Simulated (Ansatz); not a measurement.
# PtSe2 (Sudovikovite): the cost of one run

Computed with the Python package of Ansatz 0.2.0. Level of theory: DFT PBE, plane waves, PAW.

The COD entry's cell or inner coordinates are ideal or old and differ from later refinements, so a difference from it is no clean test against experiment.

### 1 The system

The structure is trigonal, space group P-3m1 (No. 164). Conventional cell: a = 3.724 Å, b = 3.724 Å, c = 5.062 Å, α = 90.00°, β = 90.00°, γ = 120.00°. Pt (site symmetry -3m) is surrounded by 6 Se at 2.49 Å. Around Se (site symmetry 3m) lie 3 Pt at 2.49 Å.

The script holds or builds the structure itself.

### 2 The script

Contents of ptse2_ecut.py:

```python
import warnings

import ansatz as az
from pymatgen.core import Lattice, Structure
from pymatgen.io.ase import AseAtomsAdaptor

warnings.simplefilter("ignore", az.DeckWarning)

pmg_structure = Structure(
    Lattice([(3.724, 0.0, 0.0), (-1.862, 3.22508, 0.0), (0.0, 0.0, 5.062)]),
    ["Pt", "Se", "Se"],
    [
        (0.0, 0.0, 0.0),
        (1 / 3, 2 / 3, 0.25),
        (2 / 3, 1 / 3, 0.75),
    ],
)
system = az.Crystal.from_ase(AseAtomsAdaptor.get_atoms(pmg_structure))

calc = system.calculation()
calc = calc.functional(az.Functional.PBE)
calc = calc.kpoints(10, 10, 7).occupations("Fermi-Dirac", width=0.1)

rows = []
for value in [250, 300, 350, 400]:
    r = calc.basis(value).run().report
    rows.append((value, r["free_energy_ev"] / len(r["lattice"]["sites"]), r["n_iterations"], r["n_pw"]))

print(" cutoff (eV)   F/atom (eV)    iterations   plane waves")
for row in rows:
    print(f"{str(row[0]):>12s}  {row[1]:12.5f}  {row[2]:12d}  {row[3]:12d}")

for row in rows[:-1]:
    shift = 1000 * (row[1] - rows[-1][1])
    print(f"{row[0]}: {shift:+.2f} meV/atom" + ("  (within 1 meV)" if abs(shift) < 1 else ""))
```

### 3 Running it

Command:

```bash
$ python ptse2_ecut.py
```

Q: Estimate wall time and peak memory on 1 thread of Arm Neoverse V2, shared host.

About 15 s, with a peak of 0.51 GiB.
